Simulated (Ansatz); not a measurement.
# TiH₂SClOF: up Jacob's ladder to CCSD(T)

Computed with Ansatz 0.2.0, Gaussian basis. Level: functionals in def2-TZVPP, the program's frozen cores in correlated methods.

The runs, in order: PBE-D4, r2SCAN-D4, PBE0-D4, B3LYP-D4, ωB97X-V, ωB97M-V, B2PLYP; CCSD(T)/def2-TZVPP; MP2/def2-QZVPP; extrapolation to the limit.

## 1. The geometry

All runs share one geometry, relaxed beforehand with PBE0-D4/def2-TZVP.

SMILES `[OH][Ti]([F])([SH])[Cl]`, 7 atoms, charge 0, spin multiplicity 1.

Atoms are counted from 1 here; the program's logs count them from 0.

Bond lengths: O1–Ti2 1.752 Å, O1–H6 0.958 Å, Ti2–F3 1.748 Å, Ti2–S4 2.276 Å, Ti2–Cl5 2.197 Å, S4–H7 1.348 Å. Angles: Ti2–O1–H6 146.1°, O1–Ti2–F3 112.9°, O1–Ti2–S4 104.5°, O1–Ti2–Cl5 111.6°, F3–Ti2–S4 108.8°, F3–Ti2–Cl5 108.6°, S4–Ti2–Cl5 110.3°, Ti2–S4–H7 91.0°.

## 2. PBE-D4 (GGA)

The input, in.yaml:

```yaml
crystal:
  periodic: [false, false, false]
  atoms:
    - {symbol: O, position_ang: [-1.718214, 0.173120, -0.006770]}
    - {symbol: Ti, position_ang: [-0.015106, -0.105002, 0.293710]}
    - {symbol: F, position_ang: [0.386771, -1.801806, 0.414940]}
    - {symbol: S, position_ang: [1.035451, 0.771210, -1.524764]}
    - {symbol: Cl, position_ang: [0.658701, 0.908038, 2.122843]}
    - {symbol: H, position_ang: [-2.568009, -0.227255, -0.193032]}
    - {symbol: H, position_ang: [2.220406, 0.281694, -1.106926]}
basis:
  gaussian: {orbitals: def2-TZVPP}
hamiltonian: {xc: pbe, dispersion: d4}
output: {forces: true, orbitals: {seedname: orbitals}}
```

Started as:

```
$ ansatz run in.yaml --threads 2 --pin off --events-out ev --progress --plain --max-ram 22528MiB --backend cpu
```

Q: Estimate wall time and peak memory on 2 threads of AMD EPYC 7R13, shared host.

About 4.8 s, with a peak of 0.4 GiB.
